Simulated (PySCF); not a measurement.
# ClFGeH2O: the cost of one run

Programs: PySCF 2.14.0. All values are calculated, for the isolated system unless a continuum is named. Atoms count from 0, parts from 1.

### Step 1. Starting point

Each species was relaxed by itself at PBE0-D3(BJ)/def2-SVPD.

### Step 2. Energies of the species: wB97M-D3(BJ)/def2-TZVPD

What the job is given:

```
{"job": {"kind": "react", "xc": "wB97M-D3(BJ)", "basis": "def2-TZVPD"}, "charge": 0, "multiplicity": 1}
-1 ClGeH3O charge 0 multiplicity 1
O      0.128160    -0.443190     1.370040
Ge     0.213230    -0.075200    -0.362960
Cl    -0.725510     1.855470    -0.717260
H     -0.760170    -0.482860     1.736310
H     -0.584190    -1.087000    -1.194310
H      1.701980     0.043150    -0.674470

-1 F2 charge 0 multiplicity 1
F      0.688760     0.018090    -0.002420
F     -0.688760    -0.018090     0.002420

+1 ClFGeH2O charge 0 multiplicity 1
O      1.253660    -0.564740     0.204100
Ge    -0.406610    -0.012200     0.295150
F     -1.282680    -0.694860    -1.046130
Cl    -0.518640     2.109790    -0.008540
H      1.723000    -0.319310    -0.600440
H     -1.027790    -0.457350     1.606540

+1 FH charge 0 multiplicity 1
F      0.459760     0.017530    -0.001970
H     -0.459760    -0.017530     0.001970
```

Level: wB97M-D3(BJ)/def2-TZVPD reaction energy of separated species, gas phase.

The run is started by

```
$ OMP_NUM_THREADS=1 python cluster_run.py task.json out
```

One launch serves the whole session: the jobs run in the order shown.

**Question.** How long does this first job take on 1 thread of Arm Neoverse N1, shared host, and how much memory does it need?

About 43 s, with a peak of 0.68 GiB.
